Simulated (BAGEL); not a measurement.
**One shape, several levels: triplet CH7NOSi**

We compute a comparison of 3 runs (UHF/3-21G, ROHF/6-31G*, ROHF/cc-pVDZ) of triplet CH7NOSi. 

The results are computed with BAGEL 1.2.2.

## (1) The system as given

The species is CH7NOSi (11 atoms), meant as a triplet with charge 0. SMILES of the parent species: `OCN[SiH3]`. The shape is that of a PBE0-D4/def2-TZVP optimisation. This is one conformer, not always the lowest. That shape belongs to the parent species and isn't relaxed for this state.

Bond lengths: O1–C2 1.405 Å, C2–N3 1.432 Å, N3–Si4 1.720 Å, O1–H5 0.962 Å, C2–H6 1.095 Å, C2–H7 1.100 Å, N3–H8 1.009 Å, Si4–H9 1.487 Å, Si4–H10 1.492 Å, Si4–H11 1.485 Å. Some angles: O1–C2–N3 112.6°, C2–N3–Si4 124.6°, O1–C2–H6 104.7°, O1–C2–H7 111.2°, N3–C2–H6 112.6°, N3–C2–H7 107.8°, C2–O1–H5 107.2°, C2–N3–H8 113.6°, Si4–N3–H8 119.4°, N3–Si4–H9 108.0°.

## (2) A single-point energy at UHF/3-21G (density fitting with cc-pvqz-jkfit) (run 1)

hf.json

```json
{ "bagel": [

{
  "title": "molecule",
  "basis": "3-21g",
  "df_basis": "cc-pvqz-jkfit",
  "angstrom": true,
  "geometry": [
    { "atom": "O", "xyz": [      -1.208000,       1.808500,      -0.668400 ] },
    { "atom": "C", "xyz": [      -0.009800,       1.197800,      -0.260600 ] },
    { "atom": "N", "xyz": [       0.021500,      -0.204300,      -0.552200 ] },
    { "atom": "Si", "xyz": [       0.472500,      -1.425900,       0.571200 ] },
    { "atom": "H", "xyz": [      -1.930700,       1.291100,      -0.299300 ] },
    { "atom": "H", "xyz": [       0.776900,       1.753100,      -0.781300 ] },
    { "atom": "H", "xyz": [       0.150800,       1.320600,       0.820400 ] },
    { "atom": "H", "xyz": [       0.033200,      -0.410500,      -1.539700 ] },
    { "atom": "H", "xyz": [      -0.212700,      -1.140500,       1.860100 ] },
    { "atom": "H", "xyz": [       1.934400,      -1.515500,       0.858100 ] },
    { "atom": "H", "xyz": [       0.037100,      -2.731600,       0.012700 ] }
  ]
},

{
  "title": "uhf",
  "nopen": 2
},

{
  "title": "print",
  "file": "orbitals.molden",
  "orbitals": true
}

]}
```

Launch:

```
$ BAGEL_NUM_THREADS=1 BAGEL hf.json > hf.out
```

The program printed:

```text
* using 1 threads per process

  ===============================================================
  ===============================================================

  *** Geometry ***

  { "atom" : "O", "xyz" : [     -2.282789,      3.417570,     -1.263093 ] },
  { "atom" : "C", "xyz" : [     -0.018519,      2.263514,     -0.492463 ] },
  { "atom" : "N", "xyz" : [      0.040629,     -0.386071,     -1.043507 ] },
  { "atom" : "Si", "xyz" : [      0.892896,     -2.694560,      1.079412 ] },
  { "atom" : "H", "xyz" : [     -3.648494,      2.439825,     -0.565595 ] },
  { "atom" : "H", "xyz" : [      1.468128,      3.312879,     -1.476443 ] },
  { "atom" : "H", "xyz" : [      0.284971,      2.495572,      1.550331 ] },
  { "atom" : "H", "xyz" : [      0.062739,     -0.775733,     -2.909611 ] },
  { "atom" : "H", "xyz" : [     -0.401945,     -2.155233,      3.515080 ] },
  { "atom" : "H", "xyz" : [      3.655486,     -2.863880,      1.621574 ] },
  { "atom" : "H", "xyz" : [      0.070109,     -5.161976,      0.024000 ] },

  Number of auxiliary basis functions:      823

  Since a DF basis is specified, we compute 2- and 3-index integrals:
    o Being stored without compression. Storage requirement is 0.019 GB

  Number of basis functions:       54
  Number of electrons      :       42

    * METHOD: MOLECULE                             0.56

  *** Open-shell HF ***

  === Nuclear Repulsion ===
   173.7281603865

      * DIIS with orbital gradients will be used.

  === UHF iteration (3-21g) ===
      0       -457.29190252          0.04216905           0.12
      1       -457.40971059          0.02320980           0.11
      2       -457.44387884          0.01273667           0.11
      3       -457.45546884          0.00302402           0.11
      4       -457.46040373          0.00091176           0.11
      5       -457.46105393          0.00039208           0.11
      6       -457.46123019          0.00020938           0.11
      7       -457.46129086          0.00009462           0.11
      8       -457.46130279          0.00003288           0.11
      9       -457.46130377          0.00001807           0.11
     10       -457.46130412          0.00001083           0.12
     11       -457.46130436          0.00000481           0.11
     12       -457.46130441          0.00000210           0.11
     13       -457.46130442          0.00000121           0.11
     14       -457.46130443          0.00000077           0.11
     15       -457.46130443          0.00000044           0.11
     16       -457.46130443          0.00000023           0.11
     17       -457.46130443          0.00000011           0.11
     18       -457.46130443          0.00000007           0.11
     19       -457.46130443          0.00000003           0.11
     20       -457.46130443          0.00000002           0.11
     21       -457.46130443          0.00000001           0.11
     22       -457.46130443          0.00000001           0.11
    * SCF iteration converged.

    * S^2 (UHF) is 2.0139

    * Permanent dipole moment:
           (    0.512013,    -1.192064,     0.837174) a.u.

    * METHOD: UHF                                  2.69

    * METHOD: PRINT                                0.00

  ===============================================================
```

It took 3.6 s on 1 thread of Intel Xeon 6975P-C (Granite Rapids), shared host; peak memory 0.12 GiB.

## (3) A single-point energy at ROHF/6-31G(d) (density fitting with cc-pvqz-jkfit, spherical functions) (run 2)

input.json

```json
{ "bagel": [

{
  "title": "molecule",
  "basis": "6-31gs.json",
  "df_basis": "cc-pvqz-jkfit",
  "angstrom": "true",
  "geometry": [
    { "atom": "O", "xyz": [      -1.208000,       1.808500,      -0.668400 ] },
    { "atom": "C", "xyz": [      -0.009800,       1.197800,      -0.260600 ] },
    { "atom": "N", "xyz": [       0.021500,      -0.204300,      -0.552200 ] },
    { "atom": "Si", "xyz": [       0.472500,      -1.425900,       0.571200 ] },
    { "atom": "H", "xyz": [      -1.930700,       1.291100,      -0.299300 ] },
    { "atom": "H", "xyz": [       0.776900,       1.753100,      -0.781300 ] },
    { "atom": "H", "xyz": [       0.150800,       1.320600,       0.820400 ] },
    { "atom": "H", "xyz": [       0.033200,      -0.410500,      -1.539700 ] },
    { "atom": "H", "xyz": [      -0.212700,      -1.140500,       1.860100 ] },
    { "atom": "H", "xyz": [       1.934400,      -1.515500,       0.858100 ] },
    { "atom": "H", "xyz": [       0.037100,      -2.731600,       0.012700 ] }
  ]
},

{ "title": "rohf", "nopen": 2 },

{ "title": "print", "file": "orbitals.molden", "orbitals": "true" }

]}
```

The basis set 6-31G* is read from a file made from the Basis Set Exchange's data (not shown).

Launch:

```
$ BAGEL_NUM_THREADS=1 BAGEL input.json > input.out
```

The program printed:

```text
* using 1 threads per process

  ===============================================================
  ===============================================================

  *** Geometry ***

  { "atom" : "O", "xyz" : [     -2.282789,      3.417570,     -1.263093 ] },
  { "atom" : "C", "xyz" : [     -0.018519,      2.263514,     -0.492463 ] },
  { "atom" : "N", "xyz" : [      0.040629,     -0.386071,     -1.043507 ] },
  { "atom" : "Si", "xyz" : [      0.892896,     -2.694560,      1.079412 ] },
  { "atom" : "H", "xyz" : [     -3.648494,      2.439825,     -0.565595 ] },
  { "atom" : "H", "xyz" : [      1.468128,      3.312879,     -1.476443 ] },
  { "atom" : "H", "xyz" : [      0.284971,      2.495572,      1.550331 ] },
  { "atom" : "H", "xyz" : [      0.062739,     -0.775733,     -2.909611 ] },
  { "atom" : "H", "xyz" : [     -0.401945,     -2.155233,      3.515080 ] },
  { "atom" : "H", "xyz" : [      3.655486,     -2.863880,      1.621574 ] },
  { "atom" : "H", "xyz" : [      0.070109,     -5.161976,      0.024000 ] },

  Number of auxiliary basis functions:      823

  Since a DF basis is specified, we compute 2- and 3-index integrals:
    o Being stored without compression. Storage requirement is 0.036 GB

  Number of basis functions:       74
  Number of electrons      :       42

    * METHOD: MOLECULE                             0.61

  *** Open-shell HF ***

  === Nuclear Repulsion ===
   173.7281603865

      * DIIS with orbital gradients will be used.

  === ROHF iteration (6-31gs.json) ===
      0       -459.62988817          0.04242296           0.17
      1       -459.79594767          0.02968468           0.16
      2       -459.86598994          0.01846007           0.16
      3       -459.91247372          0.00384072           0.18
      4       -459.92173307          0.00216450           0.16
      5       -459.92477969          0.00091183           0.20
      6       -459.92555582          0.00027001           0.18
      7       -459.92578295          0.00016532           0.16
      8       -459.92583835          0.00010674           0.16
      9       -459.92586246          0.00005183           0.16
     10       -459.92587117          0.00002374           0.16
     11       -459.92587747          0.00001461           0.16
     12       -459.92587824          0.00000998           0.16
     13       -459.92587878          0.00000455           0.16
     14       -459.92587876          0.00000244           0.16
     15       -459.92587872          0.00000144           0.17
     16       -459.92587873          0.00000082           0.16
     17       -459.92587879          0.00000050           0.16
     18       -459.92587884          0.00000031           0.16
     19       -459.92587885          0.00000017           0.16
     20       -459.92587886          0.00000008           0.16
     21       -459.92587886          0.00000005           0.16
     22       -459.92587886          0.00000003           0.16
     23       -459.92587886          0.00000002           0.16
     24       -459.92587886          0.00000001           0.16
     25       -459.92587886          0.00000001           0.16
    * SCF iteration converged.

    * S^2 (ROHF) is 2.0000

    * Permanent dipole moment:
           (    0.538966,    -1.238701,     0.612480) a.u.

    * METHOD: ROHF                                 4.44

    * METHOD: PRINT                                0.01

  ===============================================================
```

It took 5.4 s on 1 thread of Intel Xeon 6975P-C (Granite Rapids), shared host; peak memory 0.15 GiB.

## (4) A single-point energy at ROHF/cc-pVDZ (density fitting with cc-pvqz-jkfit) (run 3)

input.json

```json
{ "bagel" : [

{
  "title" : "molecule",
  "basis" : "cc-pvdz.json",
  "df_basis" : "cc-pvqz-jkfit",
  "angstrom" : "true",
  "geometry" : [
    { "atom" : "O", "xyz" : [      -1.208000,       1.808500,      -0.668400 ] },
    { "atom" : "C", "xyz" : [      -0.009800,       1.197800,      -0.260600 ] },
    { "atom" : "N", "xyz" : [       0.021500,      -0.204300,      -0.552200 ] },
    { "atom" : "Si", "xyz" : [       0.472500,      -1.425900,       0.571200 ] },
    { "atom" : "H", "xyz" : [      -1.930700,       1.291100,      -0.299300 ] },
    { "atom" : "H", "xyz" : [       0.776900,       1.753100,      -0.781300 ] },
    { "atom" : "H", "xyz" : [       0.150800,       1.320600,       0.820400 ] },
    { "atom" : "H", "xyz" : [       0.033200,      -0.410500,      -1.539700 ] },
    { "atom" : "H", "xyz" : [      -0.212700,      -1.140500,       1.860100 ] },
    { "atom" : "H", "xyz" : [       1.934400,      -1.515500,       0.858100 ] },
    { "atom" : "H", "xyz" : [       0.037100,      -2.731600,       0.012700 ] }
  ]
},

{
  "title" : "rohf",
  "nopen" : 2
},

{
  "title" : "print",
  "file" : "orbitals.molden",
  "orbitals" : "true"
}

]}
```

The basis set cc-pVDZ is read from a file made from the Basis Set Exchange's data (not shown).

Launch:

```
$ BAGEL_NUM_THREADS=1 BAGEL input.json > input.out
```

The program printed:

```text
* using 1 threads per process

  ===============================================================
  ===============================================================

  *** Geometry ***

  { "atom" : "O", "xyz" : [     -2.282789,      3.417570,     -1.263093 ] },
  { "atom" : "C", "xyz" : [     -0.018519,      2.263514,     -0.492463 ] },
  { "atom" : "N", "xyz" : [      0.040629,     -0.386071,     -1.043507 ] },
  { "atom" : "Si", "xyz" : [      0.892896,     -2.694560,      1.079412 ] },
  { "atom" : "H", "xyz" : [     -3.648494,      2.439825,     -0.565595 ] },
  { "atom" : "H", "xyz" : [      1.468128,      3.312879,     -1.476443 ] },
  { "atom" : "H", "xyz" : [      0.284971,      2.495572,      1.550331 ] },
  { "atom" : "H", "xyz" : [      0.062739,     -0.775733,     -2.909611 ] },
  { "atom" : "H", "xyz" : [     -0.401945,     -2.155233,      3.515080 ] },
  { "atom" : "H", "xyz" : [      3.655486,     -2.863880,      1.621574 ] },
  { "atom" : "H", "xyz" : [      0.070109,     -5.161976,      0.024000 ] },

  Number of auxiliary basis functions:      823

  Since a DF basis is specified, we compute 2- and 3-index integrals:
    o Being stored without compression. Storage requirement is 0.059 GB

  Number of basis functions:       95
  Number of electrons      :       42

    * METHOD: MOLECULE                             0.57

  *** Open-shell HF ***

  === Nuclear Repulsion ===
   173.7281603865

      * DIIS with orbital gradients will be used.

  === ROHF iteration (cc-pvdz.json) ===
      0       -459.65918236          0.02814619           0.23
      1       -459.84493968          0.02023702           0.22
      2       -459.91170697          0.01142250           0.22
      3       -459.94878756          0.00315348           0.22
      4       -459.95881923          0.00159013           0.22
      5       -459.96121159          0.00079876           0.23
      6       -459.96192938          0.00036149           0.22
      7       -459.96224447          0.00025678           0.21
      8       -459.96240481          0.00016364           0.21
      9       -459.96250895          0.00011085           0.21
     10       -459.96255839          0.00007513           0.22
     11       -459.96257929          0.00004763           0.23
     12       -459.96258684          0.00003284           0.22
     13       -459.96258979          0.00001626           0.22
     14       -459.96259394          0.00000840           0.22
     15       -459.96259688          0.00000574           0.22
     16       -459.96259678          0.00000366           0.22
     17       -459.96259713          0.00000224           0.22
     18       -459.96259724          0.00000144           0.22
     19       -459.96259729          0.00000095           0.23
     20       -459.96259723          0.00000055           0.23
     21       -459.96259728          0.00000027           0.23
     22       -459.96259736          0.00000017           0.23
     23       -459.96259737          0.00000009           0.23
     24       -459.96259738          0.00000006           0.23
     25       -459.96259739          0.00000004           0.24
     26       -459.96259738          0.00000001           0.23
     27       -459.96259739          0.00000001           0.23
    * SCF iteration converged.

    * S^2 (ROHF) is 2.0000

    * Permanent dipole moment:
           (    0.378923,    -0.864988,    -0.007228) a.u.

    * METHOD: ROHF                                 6.49

    * METHOD: PRINT                                0.01

  ===============================================================
```

Wall time 7.5 s (1 thread of Intel Xeon 6975P-C (Granite Rapids), shared host); peak memory 0.19 GiB.

## (5) Overview of the runs

```tsv
run	level	energy (Eh)	dipole moment (D)	⟨S²⟩	wall time
1	UHF/3-21G (density fitting with cc-pvqz-jkfit)	-457.461304	3.92	2.014	3.6 s
2	ROHF/6-31G* (density fitting with cc-pvqz-jkfit, spherical functions)	-459.925879	3.77	2.000	5.4 s
3	ROHF/cc-pVDZ (density fitting with cc-pvqz-jkfit)	-459.962597	2.40	2.000	7.5 s
```

## (6) Summary of results

```
            quantity          value
 run 3: total energy  -459.96260 Eh
run 3: dipole moment         2.40 D
         run 3: ⟨S²⟩          2.000
```

**Reading.** The dipole moment (its size) runs from 2.40 D (ROHF/cc-pVDZ) to 3.92 D (UHF/3-21G). The two ends differ in method and basis. All runs together took 17 s, the longest 7.5 s.
